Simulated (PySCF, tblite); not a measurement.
**C₅H₅OS radical: geometry, infrared bands and EPR parameters**

Aim: predict the infrared bands and EPR parameters of C₅H₅OS radical (`S[CH]c1ccco1`).

The runs use tblite 0.8.0 and PySCF 2.14.0, with density-fitted response routines of our own; the level of theory stands in each step. All values are computed, except where a source is named. Atoms are numbered from 0 throughout.

### 1 The starting structure

12 atoms, charge 0, multiplicity 2; geometry from: force field or distance geometry start.

Bonds of the start (Å): S0–C1 1.74, C1–C2 1.41, C2–C3 1.41, C3–C4 1.42, C4–C5 1.37, C5–O6 1.36, O6–C2 1.37, S0–H7 1.34, C1–H8 1.08, C3–H9 1.07, C4–H10 1.09, C5–H11 1.08.

### 2 Optimising the geometry with GFN2-xTB

What the job is given:

```
{"job": {"kind": "relax", "xc": "GFN2-xTB", "basis": "xTB"}, "charge": 0, "multiplicity": 2}
S      2.916000    -0.106000     1.017400
C      1.576600     0.873900     0.486300
C      0.357200     0.288000     0.105100
C     -0.808200     0.934000    -0.348800
C     -1.776400    -0.070300    -0.608800
C     -1.176200    -1.266300    -0.334500
O      0.098100    -1.061600     0.094300
H      2.321900    -1.297700     0.890300
H      1.710000     1.942600     0.473900
H     -0.935800     1.994300    -0.445100
H     -2.787500     0.068900    -0.978300
H     -1.494400    -2.300500    -0.377800
```

On the command line:

```console
$ OMP_NUM_THREADS=1 python probes_run.py task.json out
```

One launch serves the whole session: the jobs run in the order shown.

What it wrote:

```text
step      E/eV     max force
  0    -557.92779    1.314
  1    -557.96252    0.615
  2    -557.99253    0.561
  3    -558.00270    0.233
  4    -558.00479    0.125
  5    -558.00539    0.073
  6    -558.00582    0.062
  7    -558.00613    0.052
  8    -558.00626    0.028
  9    -558.00632    0.021
 10    -558.00636    0.017
 11    -558.00639    0.017
 12    -558.00641    0.015
 13    -558.00644    0.016
 14    -558.00646    0.016
 15    -558.00649    0.017
 16    -558.00653    0.020
 17    -558.00656    0.020
 18    -558.00658    0.014
 19    -558.00660    0.013
 20    -558.00661    0.015
 21    -558.00663    0.015
 22    -558.00664    0.012
 23    -558.00665    0.006
```

Run time: 0.11 s. Hardware: 1 thread of Arm Neoverse V1, shared host.

The steps of the relaxation:

```tsv
step	energy from step 0 (eV)	largest force (eV/Å)
0	0.0000	1.3135
1	-0.0347	0.6150
2	-0.0647	0.5608
3	-0.0749	0.2330
4	-0.0770	0.1246
5	-0.0776	0.0734
6	-0.0780	0.0619
7	-0.0783	0.0522
8	-0.0785	0.0283
9	-0.0785	0.0214
10	-0.0786	0.0166
11	-0.0786	0.0168
12	-0.0786	0.0149
13	-0.0787	0.0160
14	-0.0787	0.0161
15	-0.0787	0.0170
16	-0.0787	0.0197
17	-0.0788	0.0195
18	-0.0788	0.0140
19	-0.0788	0.0127
20	-0.0788	0.0148
21	-0.0788	0.0147
22	-0.0788	0.0121
23	-0.0789	0.0065
```

Close pairs (by a distance rule), those that changed most:

```tsv
bond	before (Å)	after (Å)	change (Å)
C1–C2	1.406	1.380	-0.025
C3–C4	1.419	1.401	-0.018
C4–H10	1.085	1.071	-0.014
S0–C1	1.742	1.731	-0.012
C5–H11	1.083	1.071	-0.011
C5–O6	1.360	1.351	-0.009
C2–C3	1.408	1.401	-0.006
C2–O6	1.374	1.368	-0.006
```

The next job starts from the end point, and lists it.

### 3 Infrared spectrum with GFN2-xTB

What the job is given:

```
{"job": {"kind": "ir", "xc": "GFN2-xTB", "basis": "xTB"}, "charge": 0, "multiplicity": 2}
S      2.902949    -0.105003     1.013592
C      1.549209     0.834245     0.484541
C      0.336905     0.300769     0.096417
C     -0.826207     0.944222    -0.347372
C     -1.759498    -0.067190    -0.609217
C     -1.144339    -1.252994    -0.322612
O      0.121206    -1.050170     0.105020
H      2.306360    -1.288027     0.881360
H      1.709767     1.895249     0.473197
H     -0.953895     2.000473    -0.458000
H     -2.762334     0.057084    -0.964697
H     -1.478924    -2.269344    -0.378254
```

What it wrote:

```text
mode    cm-1     km/mol
  1     123.9      0.75
  2     152.4      0.88
  3     242.7     20.55
  4     285.0     12.56
  5     386.9      3.85
  6     555.0      5.70
  7     609.0     22.30
  8     630.9      4.54
  9     652.6      5.02
 10     713.4     15.32
 11     753.5      8.31
 12     821.2     34.88
 13     846.5      4.17
 14     848.4      0.00
 15     903.9      8.82
 16     948.0     21.61
 17    1042.0     19.51
 18    1092.7     13.07
 19    1123.1      0.18
 20    1181.6      3.58
 21    1219.1      9.04
 22    1309.2     19.71
 23    1368.9      5.54
 24    1469.6     10.15
 25    1509.4     13.83
 26    2437.9     96.68
 27    3154.3      2.65
 28    3169.6      5.43
 29    3181.4     21.33
 30    3195.3     13.90
```

Run time: 0.3 s. Hardware: 1 thread of Arm Neoverse V1, shared host.

Which atoms move in the most intense modes:

```tsv
cm⁻¹	km/mol	atoms
243	20.6	H7 66 %
609	22.3	C2 40 %, H8 25 %, C3 10 %
821	34.9	C1 19 %, O6 16 %, S0 15 %, H7 13 %
948	21.6	O6 29 %, C1 18 %, H8 10 %, C3 10 %
1042	19.5	H10 51 %, H9 31 %
1309	19.7	C3 33 %, C2 32 %, C1 11 %
2438	96.7	H7 97 %
3181	21.3	H10 48 %, H11 31 %, H9 13 %
```

### 4 g tensor and hyperfine couplings: B3LYP/pcH-1

The job, as its differences from that of step 3:

```diff
@@ -1,2 +1,2 @@
-{"job": {"kind": "ir", "xc": "GFN2-xTB", "basis": "xTB"}, "charge": 0, "multiplicity": 2}
+{"job": {"kind": "epr", "basis": "pcH-1"}, "charge": 0, "multiplicity": 2}
 S      2.902949    -0.105003     1.013592
```

With the program's defaults for keys left out, this is: UKS B3LYP, pcH-1 on C H O S, non-relativistic, mean-field spin-orbit, GIAO.

What it wrote:

```text
UKS, coarse grid
  cycle   1  E = -666.85963117  |g| = 3.70e-01
  cycle   2  E = -666.82973776  |g| = 4.74e-01
  cycle   3  E = -666.91226057  |g| = 8.02e-02
  cycle   4  E = -666.91416499  |g| = 4.06e-02
  cycle   5  E = -666.91489697  |g| = 1.36e-02
  cycle   6  E = -666.91500904  |g| = 6.15e-03
  cycle   7  E = -666.91504367  |g| = 2.96e-03
  cycle   8  E = -666.91505305  |g| = 1.46e-03
  cycle   9  E = -666.91505544  |g| = 4.60e-04
UKS, final grid
  cycle   1  E = -666.91507172  |g| = 7.16e-04
  cycle   2  E = -666.91507114  |g| = 1.29e-03
  cycle   3  E = -666.91507202  |g| = 1.01e-04
  cycle   4  E = -666.91507203  |g| = 4.66e-05
  cycle   5  E = -666.91507204  |g| = 3.31e-05
  cycle   6  E = -666.91507204  |g| = 1.26e-05
E = -666.91507204 Eh   <S^2> = 0.7731 (exact 0.7500)
g shifts (ppm)      1          2          3
  rmc          -175       -175       -175
  gc              0         43         36
  oz_so        -114       1500       4000
  total        -288       1368       3861
hyperfine (MHz)  atom isotope    a_iso     a_fc   dipolar eigenvalues
    0   33S       4.09       4.39    -16.74    -12.99     29.73
    1   13C      55.30      55.06    -49.35    -48.01     97.36
    2   13C     -41.13     -41.15    -23.41      9.55     13.87
    3   13C      31.71      31.79    -27.81    -27.72     55.53
    4   13C     -24.03     -24.04    -14.87      7.05      7.82
    5   13C      27.00      26.99    -26.47    -25.10     51.57
    6   17O      -3.61      -3.62    -14.46      6.29      8.17
    7    1H      -5.33      -5.35     -1.99     -1.70      3.68
    8    1H     -38.07     -38.14    -21.76     -1.31     23.07
    9    1H     -23.12     -23.12    -12.11     -1.16     13.27
   10    1H       5.62       5.62     -2.60     -0.03      2.62
   11    1H     -22.46     -22.48    -12.66     -0.40     13.06
```

Run time: 50 s. Hardware: 1 thread of Arm Neoverse V1, shared host; peak memory 0.91 GiB.

Principal g values 2.00203, 2.00369, 2.00618; g(iso) = 2.00397, against 2.00232 for a free electron.

Hyperfine couplings, nucleus by nucleus at this fixed geometry (no averaging over rotations):

```tsv
nuclei	isotope	a(iso) (MHz)	a(iso) (G, at g = 2.0023)	largest dipolar term (MHz)
C1	13C	55.3	19.7	97.4
C2	13C	-41.1	-14.7	-23.4
H8	1H	-38.1	-13.6	23.1
C3	13C	31.7	11.3	55.5
C5	13C	27.0	9.6	51.6
C4	13C	-24.0	-8.6	-14.9
H9	1H	-23.1	-8.3	13.3
H11	1H	-22.5	-8.0	13.1
H10	1H	5.6	2.0	2.6
H7	1H	-5.3	-1.9	3.7
S0	33S	4.1	1.5	29.7
O6	17O	-3.6	-1.3	-14.5
```

Mulliken spin populations:

```tsv
atom	value (e)
S0	0.12
C1	0.56
C2	-0.17
C3	0.35
C4	-0.13
C5	0.30
O6	0.03
H7	0.00
H8	-0.03
H9	-0.01
H10	0.00
H11	-0.01
```

In first order the couplings over 0.8 MHz of 1H give 32 distinct lines over 33.8 G.

Orbitals, density, ELF and potential are computed afterwards from the orbital file.

ELF in a plane through or near 12 of the atoms.

Values, 10 rows by 14 columns:
```
0.00 0.00 0.00 0.00 0.00 0.00 0.00 0.00 0.00 0.00 0.00 0.00 0.00 0.00
0.00 0.00 0.00 0.00 0.00 0.00 0.00 0.00 0.00 0.02 0.00 0.00 0.00 0.00
0.00 0.00 0.00 0.09 0.86 0.01 0.06 0.03 0.51 0.99 0.91 0.00 0.00 0.00
0.00 0.10 0.34 0.64 1.00 0.13 0.84 0.75 0.59 0.99 0.62 0.00 0.00 0.00
0.01 0.51 0.90 0.67 0.58 0.03 0.60 0.50 0.22 0.63 0.09 0.03 0.00 0.00
0.00 0.36 0.79 0.54 0.86 0.60 0.30 0.63 0.58 0.89 0.99 0.99 0.28 0.00
0.00 0.01 0.03 0.06 0.96 0.68 0.17 0.56 0.23 0.44 0.82 0.93 0.06 0.00
0.00 0.00 0.00 0.33 0.99 0.78 0.01 0.98 0.99 0.30 0.00 0.00 0.00 0.00
0.00 0.00 0.00 0.00 0.02 0.00 0.00 0.65 0.79 0.07 0.00 0.00 0.00 0.00
0.00 0.00 0.00 0.00 0.00 0.00 0.00 0.00 0.00 0.00 0.00 0.00 0.00 0.00
```
The map spans 11.3 Å across and 9.5 Å up, centred on the molecule. Atoms in the plane (x, y in Å): S0 (-3.0, 0.6), C1 (-1.7, -0.6), C2 (-0.4, -0.2), C3 (0.7, -1.1), C4 (1.9, -0.2), C5 (1.4, 1.1), O6 (0.0, 1.1), H7 (-2.2, 1.6), H8 (-2.0, -1.6), H9 (0.7, -2.1), H10 (2.9, -0.5), H11 (1.8, 2.0).

On the surface of density 0.002 e/bohr³ the electrostatic potential runs, from the 1st to the 99th percentile, from -0.76 V near S0 to 1.20 V near H11.

The spin density lies nearest to C1 30 %; C3, C5 about 16 % each; S0 11 %; C2 7 % (beta excess).

### 5 What came out

| quantity | value |
| --- | --- |
| strongest single infrared mode (GFN2-xTB) | 2438 cm⁻¹, 97 km/mol |
| zero-point energy (GFN2-xTB) | 51.4 kcal/mol |
| g(iso) (B3LYP) | 2.00397 |
| ⟨S²⟩ | 0.773 (exact 0.75) |
| largest a(iso) | 13C on C1, 55.3 MHz |
| surface potential, 1st and 99th percentile | -0.76 V and 1.20 V |

What this shows: Over 23 steps the energy fell by 0.079 eV; of the close pairs, C1–C2 changed most, 1.406 to 1.380 Å. All 30 modes are real, so the xTB geometry is a minimum. The strongest single mode, at 2438 cm⁻¹, moves mainly H7. GFN2-xTB is a fitted tight-binding method: band positions and strengths are rough. Its intensities can rank the bands wrongly. The largest share of the spin, 0.56 e, sits on C1. The isotropic g lies 1.6 ppt above the free-electron value.
